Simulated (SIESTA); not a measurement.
**Ga3Se under changes of volume**

One of the cells (22.206 Å³/atom); the others are scaled copies at fixed shape and fractional positions:

```xyz
4
Lattice="4.4618 0.0000 0.0000 0.0000 4.4618 0.0000 0.0000 0.0000 4.4618" Properties=species:S:1:pos:R:3 pbc="T T T"
Se    0.0000    0.0000    0.0000
Ga    2.2309    2.2309    0.0000
Ga    2.2309    0.0000    2.2309
Ga    0.0000    2.2309    2.2309
```

The cell comes from a database or a generator and needn't be the stable form of this composition.

```yaml
Program: SIESTA 5.4.2
Functional: PBEsol
Potentials_or_basis: PseudoDojo 0.4 standard (PBEsol files)
Basis: DZP (energy shift 0.003 Ry; two zetas on semicore shells)
Grid_cutoff: 800 Ry
Energy_shift: 0.003 Ry
k_mesh: 6 × 6 × 6
Occupations: fermi-dirac, width 0.05 eV
Spin: no spin polarisation
```

| volume (Å³/atom) | energy over the lowest point (meV/atom) | pressure (GPa) |
| --- | --- | --- |
| 20.465 | 0.00 | 0.1 |
| 20.900 | 1.42 | -1.1 |
| 21.335 | 5.64 | -1.9 |
| 22.206 | ? | ? |
| 22.642 | 30.95 | -4.1 |
| 23.077 | 42.62 | -4.5 |

Q: What does the run at 22.206 Å³/atom give?

A: Energy over the lowest point 20.47 meV/atom; pressure -3.5 GPa.

Worked out: A Birch-Murnaghan fit of order 3 (a polynomial in V^(-2/3)) to the other rows has its minimum at 20.48 Å³/atom with B0 = V·E''(V) = 55 GPa and B' = 6.3. It gives 20.71 meV/atom at 22.206 Å³/atom, against the run's 20.47, and -dE/dV = -3.5 GPa, against -3.5.

Energies are extrapolated to zero smearing.

Caveats: the basis of atomic orbitals isn't converged, which shifts pressures, moduli and gaps.
